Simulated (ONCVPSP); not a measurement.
# An ONCV potential for bromine, from input to tests

Aim: build the potential from the settings below, then test how well it stands in for the atom: other configurations, scattering, ghost states and the plane-wave cutoff that it needs.

Method: ONCVPSP 4.0.1, PBE, scalar-relativistic.

### 1 The atom and the settings

The settings as typed:

```
element                 : bromine (Br, Z = 35)
type                    : optimised norm-conserving Vanderbilt (ONCV)
frozen core             : [Ar] 3d10
valence charge          : 7
reference configuration : 4s2 4p5
partial waves           : 4s: rc 1.40 bohr, ncon 4, nbas 9, qcut 4.7 1/bohr, 3 projectors, debl 3.1 Ha; 4p: rc 1.60 bohr, ncon 4, nbas 7, qcut 5.7 1/bohr, 1 projector; d scattering state at 0.02 Ha: rc 1.75 bohr, ncon 5, nbas 9, qcut 4.8 1/bohr, 2 projectors, debl 3.4 Ha
local potential         : polynomial inside 1.15 bohr (lpopt 5, dvloc0 0 Ha)
core correction         : Teter function, fcfact 1.75, rcfact 1.4
```

### 2 Generating the potential

Input file Br.dat:

```
# ATOM AND REFERENCE CONFIGURATION
# atsym  z   nc   nv     iexc    psfile
  Br 35.00    6    2        4      upf
#
#   n    l    f
    1    0    2.00
    2    0    2.00
    2    1    6.00
    3    0    2.00
    3    1    6.00
    3    2   10.00
    4    0    2.00
    4    1    5.00
#
# PSEUDOPOTENTIAL AND OPTIMIZATION
# lmax
    2
#
#   l,   rc,      ep,       ncon, nbas, qcut
    0    1.40    0.00    4    9    4.70
    1    1.60    0.00    4    7    5.70
    2    1.75    0.02    5    9    4.80
#
# LOCAL POTENTIAL
# lloc, lpopt,  rc(5),   dvloc0
    4    5    1.15    0.00
#
# VANDERBILT-KLEINMAN-BYLANDER PROJECTORs
# l, nproj, debl
    0    3    3.10
    1    1    3.10
    2    2    3.40
#
# MODEL CORE CHARGE
# icmod, fcfact, rcfact
    3    1.75    1.40
#
# LOG DERIVATIVE ANALYSIS
# epsh1, epsh2, depsh
   -2.00    5.00    0.02
#
# OUTPUT GRID
# rlmax, drl
    6.00    0.01
#
# TEST CONFIGURATIONS
# ncnf
    4
# nvcnf
#   n    l    f
    2
    4    0    2.00
    4    1    4.00
#
    2
    4    0    2.00
    4    1    3.00
#
    2
    4    0    2.00
    4    1    2.00
#
    2
    4    0    2.00
    4    1    4.50
#
```

Command:

```sh
$ oncvpsp.x < Br.dat > Br.out
```

**Question.** What will these runs give? Wanted: cutoffs for 1 and 0.1 mHa per electron, occupied waves; bound ghosts; GHOST(+) flags; largest test error; largest phase difference near zero energy, channels read; rms error of d²Exc/dn², without and with the model core.

As calculated:

```
                                                quantity                                                                                            value
  cutoffs for 1 and 0.1 mHa per electron, occupied waves                                                                                  18 Ha and 92 Ha
                                            bound ghosts                                                                                       none found
                                          GHOST(+) flags  s at 195 eV, s at 2466 eV, s at 4144 eV, d at 1219 eV (2 near or above the test basis's cutoff)
                            largest test error (AE − PS)                                                                             -26 meV, for 4s2 4p2
largest phase difference near zero energy, channels read                                                                                        0.006 rad
 rms error of d²Exc/dn², without and with the model core                                                                                3.65 and 0.81 mHa
```

What this shows: The worst unpolarised test, 4s2 4p2, is off by 26 meV on 69.3 eV; by total energies transferability rates as fair. That test lies far up in energy; among those under 40 eV, nearer to bonding, the largest error is 4.7 meV. By its cutoff, 18 Ha for the looser tolerance, it is of middling hardness. The tighter tolerance needs 92 Ha, and converged work needs a cutoff nearer that. At the looser tolerance the 4s wave is the slowest; 4p needs 13 Ha. It is free of bound ghosts as far as tested. Near zero energy the phases of the channels with partial waves agree within 0.006 rad. The program also flags highly localised states, GHOST(+) (s, d).
